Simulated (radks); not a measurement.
**Ca³⁺ in [Ne] 3s1.75 3p5 4s0.25: an all-electron calculation**

What are the levels of the calcium ion Ca3+, how large are its shells, and how does its energy divide?

The numbers are computed with radks (a radial shooting solver on a logarithmic mesh, Libxc functionals) version 1 (non-relativistic Kohn-Sham, r2SCAN, spin-polarised, spherical densities, point nucleus; open shells are filled with parallel spins first), except any that are marked as measured or tabulated.

## Step 1: The system

| Property | Result |
| --- | --- |
| element | calcium (Z = 20) |
| charge | +3 |
| electrons | 17 |
| configuration | [Ne] 3s1.75 3p5 4s0.25 |

## Step 2: The calculation

Input:

```text
Z 20
configuration [Ne] 3s1.75 3p5 4s0.25 3d0 4p0
relativity non-relativistic
functional r2scan,r2scan
spin polarised
nucleus point
```

**Question.** What will this run give?

As calculated:

```
                        quantity                   value
                    total energy      -674.46756 hartree
exchange-correlation share of it                  5.18 %
                            −T/E                  0.9991
          highest occupied level       4s up, -24.313 eV
    most extended occupied level  4s up, <r> = 2.90 bohr
 radius at density 0.001 e/bohr³               3.17 bohr
    maxima of the radial density                       3
```

4 principal shells are occupied and 3 maxima appear in the radial density; where shells overlap, one shows as a shoulder or not at all. The ratio −T/E is 0.9991; for a non-relativistic Coulomb system it is 1 up to the kinetic part of correlation. This is not the tabulated ground configuration, so its levels and sizes aren't those of the ground state, and no measured value stands beside it.
